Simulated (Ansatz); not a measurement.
**The cluster In8P7Cl3: single points with varied inputs**

Aim: run the cluster In8P7Cl3 under a spread of inputs, and see what each costs and gives.

Computed with Ansatz 0.2.0, Gaussian basis. Level: the settings change from run to run.

1 further run of the same task is left out (for a known fault of the program).

## 1. The relaxed structure

The geometry comes from an earlier relaxation with r2SCAN-D4/def2-SVP; it is a stationary point, not always the lowest conformer. In takes a core potential in def2 sets; no spin-orbit term is included.

18 atoms, charge 0, spin multiplicity 1.

Atoms are counted from 1 here; the program's logs count them from 0.

Bond lengths: P1–In8 2.419 Å, P1–In11 2.441 Å, P2–In9 2.542 Å, P2–In11 2.532 Å, P2–In12 2.592 Å, P3–In8 2.521 Å, P3–In9 2.594 Å, P3–In13 2.508 Å, P4–In10 2.482 Å, P4–In13 2.636 Å, P4–In14 2.556 Å, P5–In12 2.630 Å, P5–In13 2.509 Å, P5–In14 2.586 Å, P6–In10 2.451 Å, P6–In15 2.382 Å, P7–In12 2.636 Å, P7–In14 2.597 Å and more. Angles: In8–P1–In11 80.7°, In9–P2–In11 90.4°, In9–P2–In12 109.1°, In11–P2–In12 79.2°, In8–P3–In9 78.6°, In8–P3–In13 97.9°, In9–P3–In13 82.1°, In10–P4–In13 104.6°, In10–P4–In14 94.1°, In13–P4–In14 76.3°, In12–P5–In13 88.8°, In12–P5–In14 71.8°, In13–P5–In14 78.0°, In10–P6–In15 81.0°, In12–P7–In14 71.5°, In12–P7–In15 92.7°, In14–P7–In15 88.4°, P1–In8–P3 154.7° and more.

## 2. r2SCAN0/def2-TZVP

This run has density fitting with def2-universal-jkfit, D3(BJ) with three-body dispersion.

Contents of in.yaml:

```yaml
crystal:
  periodic: [false, false, false]
  atoms:
    - {symbol: P, position_ang: [0.018728, 1.140772, -4.697167]}
    - {symbol: P, position_ang: [0.974992, -1.483324, -0.784787]}
    - {symbol: P, position_ang: [-3.152109, 0.729873, -1.089032]}
    - {symbol: P, position_ang: [-1.532119, 1.158693, 2.846156]}
    - {symbol: P, position_ang: [0.778356, 3.092198, 0.234099]}
    - {symbol: P, position_ang: [0.655417, -2.968190, 3.592720]}
    - {symbol: P, position_ang: [3.212593, 0.848710, 2.305260]}
    - {symbol: In, position_ang: [-1.897561, 0.739138, -3.275961]}
    - {symbol: In, position_ang: [-1.559532, -1.294200, -0.776946]}
    - {symbol: In, position_ang: [-0.921971, -1.247626, 2.846475]}
    - {symbol: In, position_ang: [1.077800, -0.251047, -2.994094]}
    - {symbol: In, position_ang: [1.997374, 0.776941, -0.032927]}
    - {symbol: In, position_ang: [-1.412936, 1.872286, 0.310922]}
    - {symbol: In, position_ang: [0.878065, 1.957951, 2.555485]}
    - {symbol: In, position_ang: [2.211080, -1.258490, 3.018963]}
    - {symbol: Cl, position_ang: [-2.122344, -2.153498, -3.056710]}
    - {symbol: Cl, position_ang: [-2.571943, -2.503797, 1.209801]}
    - {symbol: Cl, position_ang: [3.366111, 0.843608, -2.212246]}
basis:
  gaussian: {orbitals: def2-TZVP, fitting: {mean_field: def2-universal-jkfit}}
hamiltonian: {xc: {name: r2SCAN0}, dispersion: d3bjatm}
scf: {omitted_lower_state_checks: [starts]}
```

Run with:

```
> ansatz run in.yaml --threads 2 --pin off --events-out ev --progress --plain --max-ram 32768MiB --backend cuda --devices 0, --max-vram 18GiB
```

What it wrote:

```text
Functional definition: r2SCAN0
  name "r2SCAN0"
  cite "Bursch, Neugebauer, Ehlert & Grimme, J. Chem. Phys. 156, 134105 (2022) doi:10.1063/5.0086040"
  cite "Furness, Kaplan, Ning, Perdew & Sun, J. Phys. Chem. Lett. 11, 8208 (2020) doi:10.1021/acs.jpclett.0c02405"
  cite "Furness, Kaplan, Ning, Perdew & Sun, J. Phys. Chem. Lett. 11, 9248 (2020) doi:10.1021/acs.jpclett.0c03077"
  parent r2scan
  parameter a = 0.25
  parameter k0 = 0.174
  parameter k1 = 0.065
  parameter a1 = 4.9479
  exchange = (1 - a)*r2scan_x(k0 = k0, k1 = k1, a1 = a1) + a*exact_x
  correlation = r2scan_c
these checks for a lower state are left out or cut short: starts
3024 factors; integrals over basis functions are off by at most 4.6e-1 eV
mean field evaluation 1: about -143989.7670 eV, gradient 5.8e1 eV
mean field evaluation 2: about -143982.2276 eV, gradient 7.9e1 eV
mean field evaluation 4: about -143998.5814 eV, gradient 5.7e0 eV
mean field evaluation 8: about -143998.6761 eV, gradient 1.6e-1 eV
mean field evaluation 16: about -143998.6770 eV, gradient 1.5e-3 eV
mean field -143998.67697232 eV, -5291.8537729238 hartree, gradient 8.7e-5 eV, S^2 0.000000; 0 other end points of the search recorded, 0 dependent functions left out
reference -143998.67699541 eV, -5291.8537737723 hartree; 162, 162 occupied and 608, 608 virtual orbitals, 3024 factors
Total energy: -143999.59385157 eV, -5291.8874676147 hartree
Checks for a lower state left out: starts
```

Wall time 22 s (1 × H100 (card shared with other runs) with 2 threads of AMD EPYC 7R13, shared host).

## 3. B97M-V/def2-mTZVPP

Options: charge -1, multiplicity 2, coordinates scaled by 1.12, density fitting with def2-universal-jkfit.

Contents of in.yaml:

```yaml
crystal:
  periodic: [false, false, false]
  atoms:
    - {symbol: P, position_ang: [0.020976, 1.277665, -5.260827]}
    - {symbol: P, position_ang: [1.091991, -1.661323, -0.878961]}
    - {symbol: P, position_ang: [-3.530362, 0.817458, -1.219715]}
    - {symbol: P, position_ang: [-1.715973, 1.297737, 3.187694]}
    - {symbol: P, position_ang: [0.871758, 3.463262, 0.262191]}
    - {symbol: P, position_ang: [0.734067, -3.324373, 4.023847]}
    - {symbol: P, position_ang: [3.598104, 0.950556, 2.581891]}
    - {symbol: In, position_ang: [-2.125269, 0.827834, -3.669077]}
    - {symbol: In, position_ang: [-1.746676, -1.449504, -0.870180]}
    - {symbol: In, position_ang: [-1.032608, -1.397342, 3.188051]}
    - {symbol: In, position_ang: [1.207136, -0.281173, -3.353386]}
    - {symbol: In, position_ang: [2.237059, 0.870174, -0.036878]}
    - {symbol: In, position_ang: [-1.582488, 2.096961, 0.348233]}
    - {symbol: In, position_ang: [0.983433, 2.192905, 2.862143]}
    - {symbol: In, position_ang: [2.476409, -1.409508, 3.381238]}
    - {symbol: Cl, position_ang: [-2.377026, -2.411918, -3.423516]}
    - {symbol: Cl, position_ang: [-2.880576, -2.804253, 1.354977]}
    - {symbol: Cl, position_ang: [3.770044, 0.944841, -2.477715]}
basis:
  gaussian: {orbitals: def2-mTZVPP, fitting: {mean_field: def2-universal-jkfit}}
total_charge: -1
magnetization: {spin_polarized: true, initial_magnetization: 1}
hamiltonian: {xc: {name: B97M-V}}
output: {forces: true}
```

The command is unchanged.

What it wrote (excerpt; [...] marks lines left out):

```text
Functional definition: B97M-V
  name "B97M-V"
  cite "Mardirossian & Head-Gordon, J. Chem. Phys. 142, 074111 (2015) doi:10.1063/1.4907719"
  cite "Becke, J. Chem. Phys. 107, 8554 (1997) doi:10.1063/1.475007"
  cite "Vydrov & Van Voorhis, J. Chem. Phys. 133, 244103 (2010) doi:10.1063/1.3521275"
  # Of w^i u^j: cxij and so on, Table III.
[...]
  gx(w, u) = cx00 + cx01*u + cx02*u^2 + (cx10 + cx11*u)*w
  gss(w, u) = css00 + css02*u^2 + css10*w + (css32*w^3 + css42*w^4)*u^2
  gos(w, u) = cos00 + cos01*u + cos03*u^3 + cos10*w + cos32*w^3*u^2
[...]
      + integral(e_c_pw_mod_opposite_spin*gos(b97_w_opposite, b97_u_opposite)) + vv10(b, c)
3024 factors; integrals over basis functions are off by at most 4.6e-1 eV
[...]
mean field -143969.89511059 eV, -5290.7960590143 hartree, gradient 3.5e-5 eV, S^2 0.752514; 8 other end points of the search recorded, 0 dependent functions left out
[...]
Atom 8 at    -1.746676    -1.449504    -0.870180 Å, force    -0.141653     0.127566    -0.326402 eV/Å
Atom 9 at    -1.032608    -1.397342     3.188051 Å, force     0.214103    -0.042268     0.046442 eV/Å
Atom 10 at     1.207136    -0.281173    -3.353386 Å, force    -0.265236     0.528046     0.302497 eV/Å
Atom 11 at     2.237059     0.870174    -0.036878 Å, force    -0.188505     0.173066     0.153651 eV/Å
Atom 12 at    -1.582488     2.096961     0.348233 Å, force     0.392424    -0.199491     0.342951 eV/Å
Atom 13 at     0.983433     2.192905     2.862143 Å, force    -0.209917    -0.168214    -0.907921 eV/Å
Atom 14 at     2.476409    -1.409508     3.381238 Å, force    -0.496192     0.060074    -0.104756 eV/Å
Atom 15 at    -2.377026    -2.411918    -3.423516 Å, force     0.338908     0.743951     0.855057 eV/Å
Atom 16 at    -2.880576    -2.804253     1.354977 Å, force     0.741376     0.701798    -0.299653 eV/Å
Atom 17 at     3.770044     0.944841    -2.477715 Å, force    -0.955163    -0.318885     0.395405 eV/Å
Dipole moment:    -0.010857     0.714760     0.731122 e Å
```

It took 66 s on 1 × H100 (card shared with other runs) with 2 threads of AMD EPYC 7R13, shared host; peak host memory 2.1 GiB.

Largest force 2.550 eV/Å, ⟨S²⟩ 0.753.

## 4. PBE0-DH/def2-mTZVP

Set apart from the defaults: atoms shaken by 0.15 Å, density fitting with def2-universal-jkfit.

Contents of in.yaml:

```yaml
crystal:
  periodic: [false, false, false]
  atoms:
    - {symbol: P, position_ang: [0.109290, 1.138121, -4.907956]}
    - {symbol: P, position_ang: [1.081568, -1.362247, -0.753258]}
    - {symbol: P, position_ang: [-3.260721, 0.671944, -1.120158]}
    - {symbol: P, position_ang: [-1.505296, 1.187835, 2.977188]}
    - {symbol: P, position_ang: [0.908844, 2.900866, 0.468063]}
    - {symbol: P, position_ang: [0.530333, -3.169794, 3.580690]}
    - {symbol: P, position_ang: [3.089949, 0.731817, 2.216689]}
    - {symbol: In, position_ang: [-1.887191, 0.563274, -3.392229]}
    - {symbol: In, position_ang: [-1.601952, -1.286619, -0.663483]}
    - {symbol: In, position_ang: [-0.957807, -1.315547, 2.752247]}
    - {symbol: In, position_ang: [0.886799, -0.444405, -2.943091]}
    - {symbol: In, position_ang: [1.881552, 0.833018, -0.112413]}
    - {symbol: In, position_ang: [-1.299260, 1.954783, 0.652520]}
    - {symbol: In, position_ang: [0.800379, 1.736691, 2.866434]}
    - {symbol: In, position_ang: [2.043823, -1.115069, 2.907424]}
    - {symbol: Cl, position_ang: [-2.104060, -2.257872, -3.172508]}
    - {symbol: Cl, position_ang: [-2.378487, -2.555757, 1.208604]}
    - {symbol: Cl, position_ang: [3.578158, 1.001102, -2.009804]}
basis:
  gaussian: {orbitals: def2-mTZVP, fitting: {mean_field: def2-universal-jkfit}}
hamiltonian: {xc: {name: PBE0-DH}}
scf: {omitted_lower_state_checks: [starts]}
output: {forces: true}
```

Launched as before.

What it wrote (excerpt; [...] marks lines left out):

```text
Functional definition: PBE0-DH
  name "PBE0-DH"
  cite "Brémond & Adamo, J. Chem. Phys. 135, 024106 (2011) doi:10.1063/1.3604569"
  cite "Perdew, Burke & Ernzerhof, Phys. Rev. Lett. 77, 3865 (1996) doi:10.1103/PhysRevLett.77.3865"
[...]
3024 factors; integrals over basis functions are off by at most 4.6e-1 eV
[...]
mean field -143919.26892059 eV, -5288.9355808476 hartree, gradient 3.2e-6 eV, S^2 0.000000; 0 other end points of the search recorded, 0 dependent functions left out
82 core orbitals not correlated: weight in the atoms' cores, before any rotation towards them, 1.000 or more for the frozen orbitals, at most 0.000 for the correlated occupied ones
reference -143919.26896691 eV, -5288.9355825496 hartree; 80, 80 occupied and 346, 346 virtual orbitals, 3024 factors
second order -80.92207608 eV of doubles, -0.00000000 eV of singles
[...]
Atom 9 at    -0.957807    -1.315547     2.752247 Å, force     0.686852    -0.068622     1.400759 eV/Å
Atom 10 at     0.886799    -0.444405    -2.943091 Å, force     0.428222     1.363073    -2.180272 eV/Å
Atom 11 at     1.881552     0.833018    -0.112413 Å, force     1.581517    -0.244544    -0.418599 eV/Å
Atom 12 at    -1.299260     1.954783     0.652520 Å, force    -1.687973    -0.645956    -2.232341 eV/Å
Atom 13 at     0.800379     1.736691     2.866434 Å, force     1.929336     0.741603    -1.081600 eV/Å
Atom 14 at     2.043823    -1.115069     2.907424 Å, force    -1.389750    -4.305458     1.422953 eV/Å
Atom 15 at    -2.104060    -2.257872    -3.172508 Å, force     0.333709     0.453499     0.714876 eV/Å
Atom 16 at    -2.378487    -2.555757     1.208604 Å, force    -1.155230    -0.960545    -0.075745 eV/Å
Atom 17 at     3.578158     1.001102    -2.009804 Å, force    -0.789754    -0.231556     0.407933 eV/Å
Dipole moment:    -0.611454     0.367463     1.058655 e Å
Checks for a lower state left out: starts
```

Wall time 31 s (1 × H100 (card shared with other runs) with 2 threads of AMD EPYC 7R13, shared host); peak host memory 6.3 GiB.

Largest force 4.743 eV/Å, dipole 6.13 D.

## 5. The runs in one table

```tsv
level	charge	multiplicity	geometry	functions	energy (eV)	time
r2SCAN0/def2-TZVP	0	1	relaxed	770	-143999.594	22 s
B97M-V/def2-mTZVPP	-1	2	scaled	558	-143969.895	66 s
PBE0-DH/def2-mTZVP	0	1	shaken	508	-143929.384	31 s
```

## 6. Outcome

```
quantity                     value
    runs                         3
quickest   r2SCAN0/def2-TZVP, 22 s
 slowest  B97M-V/def2-mTZVPP, 66 s
```

What this shows: The runs differ in state or geometry as well as level, so their energies can't be set against each other. Run time spans a factor of 3, from r2SCAN0/def2-TZVP to B97M-V/def2-mTZVPP. The jobs differ in tasks and options as well as level.
